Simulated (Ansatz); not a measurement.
# C₂H₆FMgN: basis-set convergence

Aim: see how fast density functionals converge with the basis set for C₂H₆FMgN.

Method: one geometry, several basis sets; program: Ansatz 0.2.0, Gaussian basis.

Levels to be run: PBE0-D4/def2-SVP; ωB97M-V/def2-SVP; PBE0-D4/def2-QZVPP; ωB97M-V/def2-QZVPP; the functionals' def2-TZVPP values are taken from earlier runs.

### 1 The relaxed structure

An earlier PBE0-D4 in a triple-zeta def2 set relaxation fixed the geometry.

SMILES `C[N](C)[Mg][F]`, 11 atoms, charge 0, spin multiplicity 1.

Atoms are counted from 1 here; the program's logs count them from 0.

Bond lengths: C1–N2 1.440 Å, C1–H6 1.103 Å, C1–H7 1.103 Å, C1–H8 1.096 Å, N2–C3 1.440 Å, N2–Mg4 1.887 Å, C3–H9 1.103 Å, C3–H10 1.096 Å, C3–H11 1.103 Å, Mg4–F5 1.755 Å. Angles: N2–C1–H6 112.3°, N2–C1–H7 112.2°, N2–C1–H8 111.7°, H6–C1–H7 106.5°, H6–C1–H8 106.9°, H7–C1–H8 106.9°, C1–N2–C3 110.7°, C1–N2–Mg4 124.7°, C3–N2–Mg4 124.6°, N2–C3–H9 112.3°, N2–C3–H10 111.7°, N2–C3–H11 112.2°, H9–C3–H10 106.9°, H9–C3–H11 106.5°, H10–C3–H11 106.9°, N2–Mg4–F5 180.0°.

### 2 PBE0-D4 in def2-SVP

Contents of in.yaml:

```yaml
crystal:
  periodic: [false, false, false]
  atoms:
    - {symbol: C, position_ang: [-1.025951, -0.508699, 0.665732]}
    - {symbol: N, position_ang: [-0.039018, 0.153046, -0.147147]}
    - {symbol: C, position_ang: [1.276976, -0.358629, 0.134144]}
    - {symbol: Mg, position_ang: [-0.416907, 1.508245, -1.404432]}
    - {symbol: F, position_ang: [-0.767890, 2.767820, -2.574333]}
    - {symbol: H, position_ang: [-0.841672, -0.368323, 1.744447]}
    - {symbol: H, position_ang: [-1.048980, -1.597797, 0.490871]}
    - {symbol: H, position_ang: [-2.035434, -0.132991, 0.464074]}
    - {symbol: H, position_ang: [1.566393, -0.211363, 1.188580]}
    - {symbol: H, position_ang: [2.042291, 0.132710, -0.477231]}
    - {symbol: H, position_ang: [1.355389, -1.441120, -0.064107]}
basis:
  gaussian: {orbitals: def2-SVP}
hamiltonian: {xc: pbe0, dispersion: d4}
output: {orbitals: {seedname: orbitals}}
```

The runs that follow: ωB97M-V in def2-SVP; PBE0-D4 in def2-QZVPP; ωB97M-V in def2-QZVPP.

Before running them: what should the planned runs give, taken together? Wanted: PBE0-D4: double and triple zeta above quadruple; ωB97M-V: double and triple zeta above quadruple.

The runs gave:

```
                                       quantity           value
PBE0-D4: double and triple zeta above quadruple   9.97, 0.66 eV
ωB97M-V: double and triple zeta above quadruple  10.16, 0.63 eV
```

For PBE0-D4 the step from double to triple zeta gains 9.30 eV and the next only 0.66 eV. These are total energies; as a rule much of such shifts cancels in differences, which this series doesn't test.
